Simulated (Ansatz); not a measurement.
# TeH2O (SMILES O[TeH]): single points off equilibrium

One table from this session's results is given with a row withheld; the runs are named, their logs left out.

Program: Ansatz 0.2.0, Gaussian basis. Level of theory: single points in def2-TZVPP. These are calculated values, not measurements.

Correlated methods freeze the cores. Filled d shells of the heavier atoms are correlated. Core potentials replace the inner electrons past krypton, and spin-orbit coupling is left out.

1 further run of the same task is left out (it didn't finish).

**The starting structure**

4 atoms, charge 0, spin multiplicity 1.

Atoms are counted from 1 here; the program's logs count them from 0.

Bond lengths: O1–Te2 2.047 Å, O1–H3 0.958 Å, Te2–H4 1.653 Å. Angles: Te2–O1–H3 113.8°, O1–Te2–H4 92.0°.

As a file:

```mol
H2OTe
  3D, bonds by distance, orders not assigned

  4  3  0  0  0  0  0  0  0  0999 V2000
   -0.4859   -0.7231    0.6535 O   0  0
    0.4411    1.0532    0.2339 Te  0  0
    0.1016   -1.4794    0.6389 H   0  0
   -0.1877    1.0854   -1.2948 H   0  0
  1  2  8  0
  1  3  8  0
  2  4  8  0
M  END
```

Set-up of the first run:

Input file run/in.yaml:

```yaml
crystal:
  periodic: [false, false, false]
  atoms:
    - {symbol: O, position_ang: [-0.485891, -0.723146, 0.653466]}
    - {symbol: Te, position_ang: [0.441099, 1.053205, 0.233860]}
    - {symbol: H, position_ang: [0.101603, -1.479440, 0.638948]}
    - {symbol: H, position_ang: [-0.187680, 1.085430, -1.294777]}
basis:
  gaussian: {orbitals: def2-TZVPP}
hamiltonian: {xc: pbe, dispersion: d4}
output: {forces: true}
```

The run is started by

```bash
ansatz run in.yaml --threads 2 --pin off --events-out ev --progress --plain --max-ram 3481MiB
```

Steps of the session up to this table: PBE-D4/def2-TZVPP; r2SCAN-D4/def2-TZVPP; PBE0-D4/def2-TZVPP; wB97M-V/def2-TZVPP; CCSD(T)/def2-TZVPP.

One table of the session follows, with a row left open; its other results are not shown here.

| method | RMS force component (eV/Å) | angle to CCSD(T) forces (°) | dipole (D) |
| --- | --- | --- | --- |
| PBE-D4 | 0.581 | 30.5 | 1.50 |
| r2SCAN-D4 | ? | ? | ? |
| PBE0-D4 | 0.626 | 8.6 | 1.62 |
| wB97M-V | 0.638 | 7.4 | 1.72 |
| CCSD(T) | 0.596 | reference | 1.63 |

**Question.** Estimate the row for r2SCAN-D4.

As computed: RMS force component (eV/Å): 0.573; angle to CCSD(T) forces (°): 9.1; dipole (D): 1.54. In the column «RMS force component (eV/Å)» it is the lowest.
